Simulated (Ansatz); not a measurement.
# Cr (bcc type): how the settings move a single-point run

Aim: see which settings change the result for Cr (bcc type), by how much, and at what cost.

Program: Ansatz 0.2.0. Level of theory: reference: DFT, PBE, PAW with Ansatz's default frozen-core files, scalar-relativistic. These are calculated values, not measurements.

## 1. The system as given

It takes space group Im-3m (No. 229, cubic). Conventional cell: a = 2.849 Å, b = 2.849 Å, c = 2.849 Å, α = 90.00°, β = 90.00°, γ = 90.00°. Cr (site symmetry m-3m) has 8 Cr at 2.47 Å as nearest neighbours.

As a file:

```
CELL_PARAMETERS angstrom
2.84863 0.00000 0.00000
0.00000 2.84863 0.00000
0.00000 0.00000 2.84863
ATOMIC_POSITIONS crystal
Cr 0.00000 0.00000 0.00000
Cr 0.50000 0.50000 0.50000
```

## 2. Baseline

input.yaml

```yaml
crystal:
  lattice:
    - [2.8486260768, 0.0, 0.0]
    - [0.0, 2.8486260768, 0.0]
    - [0.0, 0.0, 2.8486260768]
  atoms:
    - { symbol: Cr, position: [0.0, 0.0, 0.0], spin: 2.0 }
    - { symbol: Cr, position: [0.5, 0.5, 0.5], spin: 2.0 }
magnetization:
  spin_polarized: true
kpoints:
  mp_grid: { grid: [14, 14, 14] }
scf:
  occupations: { method: fermi_dirac, width: 0.1 }
hamiltonian:
  xc: pbe
  pseudopotentials: { kind: paw }
output:
  forces: true
  stress: true
  eigenvalues: true
```

Started as:

```
$ ansatz run input.yaml --threads 3 --pin off --max-ram 9216MiB --backend cpu --events-out ev --progress --plain --runs-dir out
```

## 3. Changing settings: mp_grid.grid [21, 21, 21]

input.yaml: that of step 2 with these lines changed.

```diff
@@ -11,3 +11,3 @@
 kpoints:
-  mp_grid: { grid: [14, 14, 14] }
+  mp_grid: { grid: [21, 21, 21] }
 scf:
```

## 4. Variant: xc_grid 3

input.yaml: that of step 2 with these lines changed.

```diff
@@ -21 +21,7 @@
   eigenvalues: true
+  write_density: true
+  write_potential: true
+  elf: true
+  volumetric_format: npy
+basis:
+  xc_grid: 3
```

What does the calculation give? Wanted: for each run, ending; energy change; pressure; abs. moment; force.

As calculated:

| run | ending | energy change | pressure (GPa) | abs. moment (μB) | force (eV/Å) | cycles | time |
| --- | --- | --- | --- | --- | --- | --- | --- |
| reference | converged | 0 | 3.1 | 1.75 | 0.00 | 35 | 27 s |
| 1: mp_grid.grid [21, 21, 21] | converged | +0.2 meV/atom | 3.1 | 1.77 | 0.00 | 35 | 61 s |
| 2: xc_grid 3 | converged | 0.0 meV/atom | 3.1 | 1.75 | 0.00 | 35 | 27 s |

Times don't compare one to one where runs were asked for different outputs or read a saved state (see the inputs); cycles may leave out searches for a lower state.

Residual by cycle in the longest SCF loop of each run; runs are numbered as in the table. The quantity is the density residual dr2, in eV.

| cycle | reference | run 1 | run 2 |
| --- | --- | --- | --- |
| 1 | 6.99 | 6.99 | 6.99 |
| 2 | 2.68 | 2.68 | 2.68 |
| 4 | 0.717 | 0.729 | 0.717 |
| 5 | 0.0163 | 0.0159 | 0.0163 |
| 7 | 0.0972 | 0.0993 | 0.0972 |
| 8 | 0.00701 | 0.00712 | 0.00701 |
| 10 | 4.0e-4 | 3.6e-4 | 4.0e-4 |
| 11 | 0.0299 | 0.0295 | 0.0299 |
| 13 | 8.3e-6 | 6.6e-6 | 8.3e-6 |
| 14 | 1.4e-7 | 1.5e-7 | 1.4e-7 |
| 16 | 1.1e-11 | 1.1e-11 | 1.1e-11 |
| 17 | 4.9e-12 | 2.1e-12 | 4.9e-12 |

Of the converged runs whose energies compare with the reference's, «mp_grid.grid [21, 21, 21]» moves the energy most (+0.2 meV/atom) and «xc_grid 3» least (0.0 meV/atom).
